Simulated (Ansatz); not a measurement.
# CH₃ClOSi: one species, many methods

One table from this session's results is given with a row withheld; the runs are named, their logs left out.

Method: functionals in def2-TZVPP, the program's frozen cores in correlated methods; program: Ansatz 0.2.0, Gaussian basis.

Plan: LDA (SPW92), PBE-D4, revPBE-D4, BLYP-D4, r2SCAN-D4, B97M-V, PBE0-D4, B3LYP-D4, r2SCANh-D4, r2SCAN0-D4, HSE06-D4, BHLYP-D4, CAM-B3LYP-D4, LC-ωPBE, ωB97X-V, ωB97M-V, B2PLYP, PBE-QIDH; CCSD(T)/def2-SVP; CCSD(T)/def2-TZVPP; MP2/def2-QZVPP; extrapolation to the limit; RPA on PBE.

### The geometry

An earlier PBE0-D4 in a triple-zeta def2 set relaxation fixed the geometry.

7 atoms, charge 0, spin multiplicity 1.

Atoms are counted from 1 here; the program's logs count them from 0.

Bond lengths: Cl1–C2 1.764 Å, C2–O3 1.432 Å, C2–Si4 1.810 Å, C2–H5 1.086 Å, O3–Si4 1.675 Å, Si4–H6 1.475 Å, Si4–H7 1.478 Å. Angles: Cl1–C2–O3 114.3°, Cl1–C2–Si4 121.7°, Cl1–C2–H5 109.2°, O3–C2–Si4 60.9°, O3–C2–H5 113.6°, Si4–C2–H5 126.2°, C2–O3–Si4 70.8°, C2–Si4–O3 48.3°, C2–Si4–H6 120.2°, C2–Si4–H7 123.0°, O3–Si4–H6 116.9°, O3–Si4–H7 116.0°, H6–Si4–H7 114.6°.

As a file:

```
Cl   -0.69140   -1.70896    1.37105
C     0.38239   -0.67782    0.42551
O     0.13760   -0.70702   -0.98556
Si   -0.21643    0.82024   -0.39606
H     1.41207   -0.89499    0.69293
H    -1.64197    1.19089   -0.31551
H     0.67904    1.90965   -0.83796
```

Set-up of the first run:

The input, in.yaml:

```yaml
crystal:
  periodic: [false, false, false]
  atoms:
    - {symbol: Cl, position_ang: [-0.691402, -1.708956, 1.371053]}
    - {symbol: C, position_ang: [0.382390, -0.677820, 0.425515]}
    - {symbol: O, position_ang: [0.137601, -0.707017, -0.985564]}
    - {symbol: Si, position_ang: [-0.216430, 0.820244, -0.396059]}
    - {symbol: H, position_ang: [1.412073, -0.894990, 0.692927]}
    - {symbol: H, position_ang: [-1.641975, 1.190886, -0.315511]}
    - {symbol: H, position_ang: [0.679041, 1.909653, -0.837958]}
basis:
  gaussian: {orbitals: def2-TZVPP}
hamiltonian: {xc: lda}
output: {orbitals: {seedname: orbitals}}
```

The run is started by

```bash
> ansatz run in.yaml --threads 2 --pin off --events-out ev --progress --plain --max-ram 4352MiB
```

Steps of the session up to this table: LDA; PBE-D4 (GGA); revPBE-D4 (GGA); BLYP-D4 (GGA); r2SCAN-D4 (meta-GGA); B97M-V (meta-GGA); PBE0-D4 (hybrid); B3LYP-D4 (hybrid); r2SCANh-D4 (hybrid); r2SCAN0-D4 (hybrid); HSE06-D4 (hybrid); BHLYP-D4 (hybrid); CAM-B3LYP-D4 (range-separated); LC-ωPBE (range-separated); ωB97X-V (range-separated); ωB97M-V (range-separated); B2PLYP (double hybrid); PBE-QIDH (double hybrid).

One of the session's tables, all rows but one given; the rest of the session is left out.

It belongs to the step «Orbital energies across the functionals». 

| functional | HOMO (eV) | gap (eV) |
| --- | --- | --- |
| LDA (SPW92) | -6.42 | 4.35 |
| PBE-D4 | -6.27 | 4.41 |
| revPBE-D4 | -6.21 | 4.44 |
| BLYP-D4 | -6.13 | 4.38 |
| r2SCAN-D4 | -6.51 | 4.90 |
| B97M-V | -6.59 | 4.87 |
| PBE0-D4 | -7.51 | 6.49 |
| B3LYP-D4 | -7.30 | 6.04 |
| r2SCANh-D4 | ? | ? |
| r2SCAN0-D4 | -7.67 | 6.81 |
| HSE06-D4 | -7.11 | 5.71 |
| BHLYP-D4 | -8.67 | 8.49 |
| CAM-B3LYP-D4 | -8.86 | 8.83 |
| LC-ωPBE | -10.21 | 11.35 |
| ωB97X-V | -9.85 | 10.86 |
| ωB97M-V | -9.71 | 10.46 |

Estimate the missing values for r2SCANh-D4.

Worked estimate for «HOMO (eV)». Against the share of exact exchange, r2SCAN-D4 (0, -6.51), r2SCAN0-D4 (0.25, -7.67) give a slope of -4.64 per unit share; at 0.1 the line stands at -6.97.

**Answer.** HOMO (eV): -6.97; gap (eV): 5.67. In «HOMO (eV)» the line misses by 0.00.
